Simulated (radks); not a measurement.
# Tb²⁷⁺ in [Ar] 3d10 4s1 4p6 4d3: an all-electron calculation

Aim: the levels, the sizes of the orbitals and the parts of the energy of the terbium ion Tb27+.

The numbers are computed with radks (a radial shooting solver on a logarithmic mesh, Libxc functionals) version 1 (scalar-relativistic Kohn-Sham, Wu-Cohen GGA, spin-polarised, spherical densities, point nucleus; open shells are filled with parallel spins first), except any that are marked as measured or tabulated.

### 1 The atom as given

- element: terbium (Z = 65)
- charge: +27
- electrons: 38
- configuration: [Ar] 3d10 4s1 4p6 4d3

Outer shells as boxes (Hund's rule):

Tb²⁷⁺
```
[Ar] core
3d [↑↓][↑↓][↑↓][↑↓][↑↓]
4s [↑ ]
4p [↑↓][↑↓][↑↓]
4d [↑ ][↑ ][↑ ][  ][  ]
```

### 2 Self-consistent calculation

Settings of this run:

```text
Z 65
configuration [Ar] 3d10 4s1 4p6 4d3 5s0 5p0
relativity scalar-relativistic
functional wc,pbe
spin polarised
nucleus point
c 137.035999084
```

**Question.** What will this run give?

**Answer**, as computed:

| quantity | value |
| --- | --- |
| total energy | -11349.2517 hartree |
| exchange-correlation share of it | 1.94 % |
| −T/E | 1.0787 |
| highest occupied level | 4d up, -933.05 eV |
| most extended occupied level | 4d up, <r> = 0.519 bohr |
| radius at density 0.001 e/bohr³ | 1.32 bohr |
| maxima of the radial density | 3 |

What this shows: 4 principal shells are occupied and 3 maxima appear in the radial density; where shells overlap, one shows as a shoulder or not at all. −T/E is 1.079: with relativity the kinetic term as defined here no longer equals −E. This is not the tabulated ground configuration, so its levels and sizes aren't those of the ground state, and no measured value stands beside it.
